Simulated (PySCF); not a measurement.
# C3H3F3O (1,1,1-trifluoro-2,3-epoxypropane): the cost of one run

Programs: PySCF 2.14.0, with density-fitted response routines of our own. Each step states its level of theory. These are calculated values for one molecule in the gas phase, unless marked as measured. Atoms are numbered from 0 throughout.

### Step 1. Starting geometry

10 atoms, charge 0, multiplicity 1; geometry from: PBE0-D3(BJ)/def2-SVP.

Bonds of the start (Å): F0–C1 1.33, C1–F2 1.33, C1–F3 1.34, C1–C4 1.51, C4–C5 1.46, C5–O6 1.41, O6–C4 1.40, C4–H7 1.10, C5–H8 1.10, C5–H9 1.10.

### Step 2. Core holes by ΔSCF: SCAN, X2C

What the job is given:

```
{"job": {"kind": "xps"}, "charge": 0, "multiplicity": 1}
F     -1.481628     0.966364     0.479503
C     -1.149986    -0.003851    -0.369655
F     -1.579457     0.347649    -1.580973
F     -1.804338    -1.112255    -0.011534
C      0.333647    -0.264505    -0.380849
C      1.171759     0.123485     0.750628
O      1.148203     0.869174    -0.447838
H      0.611362    -1.113940    -1.019359
H      0.711760     0.609284     1.618544
H      2.090283    -0.443353     0.943737
```

Method: delta-SCF UKS SCAN, pcX-2 on the ionised atom, pcseg-1 elsewhere, spin-free X2C.

Started as:

```console
$ OMP_NUM_THREADS=1 python probes_run.py task.json out
```

This one command runs all jobs of the session in turn.

Q: Estimate the wall time and peak memory of this first job on 1 thread of Arm Neoverse N1, shared host.

About 53 s, with a peak of 0.49 GiB.
